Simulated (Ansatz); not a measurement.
# CH₃F₂SSi radical: a ladder of functionals and wavefunction methods

An exercise on one series of results from a longer session: the logs are not shown, and one member is left open.

Method: functionals in def2-TZVPP, the program's frozen cores in correlated methods; program: Ansatz 0.2.0, Gaussian basis.

Levels to be run: LDA (SPW92), PBE-D4, revPBE-D4, BLYP-D4, r2SCAN-D4, B97M-V, PBE0-D4, B3LYP-D4, r2SCANh-D4, r2SCAN0-D4, HSE06-D4, BHLYP-D4, CAM-B3LYP-D4, LC-ωPBE, ωB97X-V, ωB97M-V, B2PLYP, PBE-QIDH; CCSD(T)/def2-SVP; CCSD(T)/def2-TZVPP; MP2/def2-QZVPP; extrapolation to the limit; RPA on PBE.

## The geometry

The geometry comes from an earlier relaxation with PBE0-D4 in a triple-zeta def2 set; it is a stationary point, not always the lowest conformer.

SMILES `C[Si](F)(F)[S]`, 8 atoms, charge 0, spin multiplicity 2.

Atoms are counted from 1 here; the program's logs count them from 0.

Bond lengths: C1–Si2 1.841 Å, C1–H6 1.094 Å, C1–H7 1.091 Å, C1–H8 1.091 Å, Si2–F3 1.588 Å, Si2–F4 1.588 Å, Si2–S5 2.113 Å. Angles: Si2–C1–H6 108.9°, Si2–C1–H7 111.1°, Si2–C1–H8 111.1°, H6–C1–H7 108.4°, H6–C1–H8 108.4°, H7–C1–H8 108.9°, C1–Si2–F3 110.8°, C1–Si2–F4 110.8°, C1–Si2–S5 110.0°, F3–Si2–F4 104.6°, F3–Si2–S5 110.3°, F4–Si2–S5 110.3°.

Set-up of the first run:

in.yaml reads:

```yaml
crystal:
  periodic: [false, false, false]
  atoms:
    - {symbol: C, position_ang: [-0.809840, -0.285894, 0.511221]}
    - {symbol: Si, position_ang: [0.703905, 0.141337, -0.445282]}
    - {symbol: F, position_ang: [1.990895, -0.514901, 0.214071]}
    - {symbol: F, position_ang: [0.641984, -0.479797, -1.905447]}
    - {symbol: S, position_ang: [0.923261, 2.240188, -0.550251]}
    - {symbol: H, position_ang: [-0.905560, -1.374654, 0.554106]}
    - {symbol: H, position_ang: [-0.749488, 0.095877, 1.531786]}
    - {symbol: H, position_ang: [-1.703057, 0.120744, 0.033996]}
basis:
  gaussian: {orbitals: def2-TZVPP}
magnetization: {spin_polarized: true, initial_magnetization: 1}
hamiltonian: {xc: lda}
output: {orbitals: {seedname: orbitals}}
```

On the command line:

```console
ansatz run in.yaml --threads 2 --pin off --events-out ev --progress --plain --max-ram 22528MiB --backend cpu
```

Steps of the session up to this table: LDA; PBE-D4 (GGA); revPBE-D4 (GGA); BLYP-D4 (GGA); r2SCAN-D4 (meta-GGA); B97M-V (meta-GGA); PBE0-D4 (hybrid); B3LYP-D4 (hybrid); r2SCANh-D4 (hybrid); r2SCAN0-D4 (hybrid); HSE06-D4 (hybrid); BHLYP-D4 (hybrid); CAM-B3LYP-D4 (range-separated); LC-ωPBE (range-separated); ωB97X-V (range-separated); ωB97M-V (range-separated); B2PLYP (double hybrid); PBE-QIDH (double hybrid).

One table of the session follows, with a row left open; its other results are not shown here.

It belongs to the step «Frontier levels by functional». 

```
  functional  HOMO (eV)  LUMO (eV)  gap (eV)
 LDA (SPW92)      -6.68      -6.63      0.05
      PBE-D4      -6.58      -6.14      0.44
   revPBE-D4      -6.53      -6.01      0.52
     BLYP-D4      -6.43      -6.10      0.32
   r2SCAN-D4      -6.90      -5.77      1.13
      B97M-V      -6.94      -5.96      0.98
     PBE0-D4      -7.90      -5.00      2.90
    B3LYP-D4      -7.65      -5.39      2.26
  r2SCANh-D4          ?          ?         ?
  r2SCAN0-D4      -8.11      -4.73      3.38
    HSE06-D4      -7.50      -5.39      2.10
    BHLYP-D4      -9.06      -3.86      5.19
CAM-B3LYP-D4      -9.28      -3.87      5.40
     LC-ωPBE     -10.73      -2.38      8.36
     ωB97X-V     -10.34      -2.89      7.45
     ωB97M-V     -10.12      -2.99      7.13
```

Estimate the missing values for r2SCANh-D4.

Worked estimate for «HOMO (eV)». Against the share of exact exchange, r2SCAN-D4 (0, -6.90), r2SCAN0-D4 (0.25, -8.11) give a slope of -4.84 per unit share; at 0.1 the line stands at -7.38.

As computed: HOMO (eV): -7.38; LUMO (eV): -5.35; gap (eV): 2.03. In «HOMO (eV)» the line misses by 0.00.
